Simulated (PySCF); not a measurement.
# CH3AlCl2: the cost of one run

Computed with PySCF 2.14.0. Level: levels as typed in each script, gas phase, geometry from GFN2-xTB.

### Step 1. The system as given

SMILES `C[Al](Cl)Cl`, 7 atoms, charge 0, spin multiplicity 1.

Bond lengths: C1–Al2 1.989 Å, C1–H5 1.093 Å, C1–H6 1.092 Å, C1–H7 1.091 Å, Al2–Cl3 2.036 Å, Al2–Cl4 2.036 Å. Angles: Al2–C1–H5 111.6°, Al2–C1–H6 111.6°, Al2–C1–H7 111.9°, H5–C1–H6 106.1°, H5–C1–H7 107.7°, H6–C1–H7 107.7°, C1–Al2–Cl3 121.0°, C1–Al2–Cl4 121.3°, Cl3–Al2–Cl4 117.6°.

Geometry (Å):

```mol
CH3AlCl2
  3D, bonds by distance, orders not assigned

  7  6  0  0  0  0  0  0  0  0999 V2000
   -0.0159    2.2872   -0.0002 C   0  0
   -0.0003    0.2987    0.0003 Al  0  0
   -1.7363   -0.7648   -0.0001 Cl  0  0
    1.7471   -0.7456   -0.0001 Cl  0  0
   -0.5376    2.6849    0.8739 H   0  0
   -0.5397    2.6852   -0.8717 H   0  0
    0.9932    2.7017   -0.0022 H   0  0
  1  2  8  0
  2  3  8  0
  2  4  8  0
  1  5  8  0
  1  6  8  0
  1  7  8  0
M  END
```

### Step 2. Density, bond paths and surface potential (PBE0/def2-tzvp)

input.py

```python
import numpy as np
from pyscf import gto, scf, dft
from pyscf.scf import atom_ks, atom_hf
from scipy.linalg import block_diag

def solve(mol, dm0=None, hcore=None):
    mf = (dft.UKS if mol.spin else dft.RKS)(mol, xc='pbe0')
    mf.grids.level = 3
    mf = mf.density_fit(auxbasis='def2-universal-jkfit')
    mf.conv_tol, mf.max_cycle = 1e-8, 80
    if hcore is not None:
        mf.get_hcore = lambda *args: hcore
    mf.kernel(dm0)
    if not mf.converged:
        mf = mf.newton().run(mf.mo_coeff, mf.mo_occ, max_cycle=30)
    assert mf.converged, 'SCF not converged'
    return mf

mol = gto.M(atom='''
C     -0.01590     2.28718    -0.00020
Al    -0.00032     0.29866     0.00028
Cl    -1.73631    -0.76480    -0.00010
Cl     1.74710    -0.74564    -0.00005
H     -0.53756     2.68494     0.87387
H     -0.53973     2.68522    -0.87168
H      0.99324     2.70170    -0.00217
''', basis='def2-tzvp', charge=0, spin=0, verbose=4)
mf = solve(mol)
mf.analyze()
# spherically averaged free atoms, for the promolecule
atm = atom_ks.get_atm_nrks(mol, xc='pbe0')
pro = block_diag(*[(atm[a[0]][2] * atm[a[0]][3]) @ atm[a[0]][2].T for a in mol._atom])
np.savez('result.npz', e=mf.e_tot, c=mf.mo_coeff, occ=mf.mo_occ, eps=mf.mo_energy, pro=pro, dip=mf.dip_moment(verbose=0), s2=mf.spin_square()[0])
```

Launch:

```console
> OMP_NUM_THREADS=1 python input.py
```

**Question.** How long does this run take on 1 thread of Intel Xeon Platinum 8259CL at 2.50GHz (Skylake/Cascade Lake), shared host, and how much memory does it need?

About 14 s, with a peak of 0.6 GiB.
